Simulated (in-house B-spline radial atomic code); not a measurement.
# I⁴³⁺: starting-point dependence of G0W0 and RPA

Question: which mean-field start gives which removal energy for I⁴³⁺, before and after G0W0?

Program: an in-house B-spline radial atomic code, version 1. Level of theory: RPA, second order, AC-SOSEX and G0W0 (contour deformation) on a scalar-relativistic mean field, all electrons; no spin-orbit coupling, Breit or QED terms, no two-electron picture change. These are calculated values, not measurements, unless marked.

## 1. Starting point

| Item | Value |
| --- | --- |
| element | iodine (Z = 53) |
| charge | +43 |
| electrons | 10 |
| configuration | [He] 2s2 2p6 |
| Hamiltonian | scalar-relativistic (spin-free one-electron X2C), finite nucleus |
| starts | Hartree-Fock, PBE, PBEsol, LDA (VWN5), CAM-B3LYP |

The outer shells:

I43+
```
[He] core
2s [↑↓]
2p [↑↓][↑↓][↑↓]
```

## 2. Hartree-Fock start

Input settings:

```ini
Z = 53
electrons = 10.0
configuration = [He] 2s2 2p6
hamiltonian = x2c
method = hf
lmax = 9
rms_radius = 4.75
spin_polarised = False
box_radius = 2.34
intervals = 61
```

Started as:

```
python run_gw.py task.json out
```

task.json lists these runs, among others, and the program works through them in turn.

After this run come: PBE start; PBEsol start; LDA (VWN5) start; CAM-B3LYP start.

What does the calculation give? Wanted: highest level, mean field; highest level, G0W0; RPA correlation energy; RPA+SOSEX.

The runs gave:

| quantity | value |
| --- | --- |
| highest level, mean field (range over the runs) | -7446.96 to -7328.04 eV |
| highest level, G0W0 (range over the runs) | -7445.69 to -7445.22 eV |
| RPA correlation energy | -0.7012 to -0.6867 hartree |
| RPA+SOSEX | -0.4520 to -0.4422 hartree |
| tabulated theoretical ionisation energy (2p shell) | 7337.0 ± 4 eV (NIST Atomic Spectra Database, ionization energies) |
| G0W0 removal energy less that value | +108 to +109 eV |

In words: Across the starts the mean-field level varies by 119 eV and the G0W0 level by 0.46 eV (0.39 % as much). Semilocal starts leave the level too high; G0W0 lowers it by 114 to 118 eV. The RPA energy is largest in size on LDA (VWN5) and smallest on Hartree-Fock, 2.1 % apart. All runs miss the tabulated theoretical ionisation energy, 7337.0 ± 4 eV, by about +108 eV (+1.5 %), far more than they differ among themselves. Without spin-orbit coupling the level is the average over j, while the tabulated threshold takes the electron from j = 3/2, which is bound less; that pushes the computed values up by a part of the shell's splitting. Read as a removal energy, the bare PBE level is off by -5.39 eV (-0.073 %), nearer than G0W0, but by cancellation: self-interaction lowers its value while this Hamiltonian leaves the G0W0 value too high.
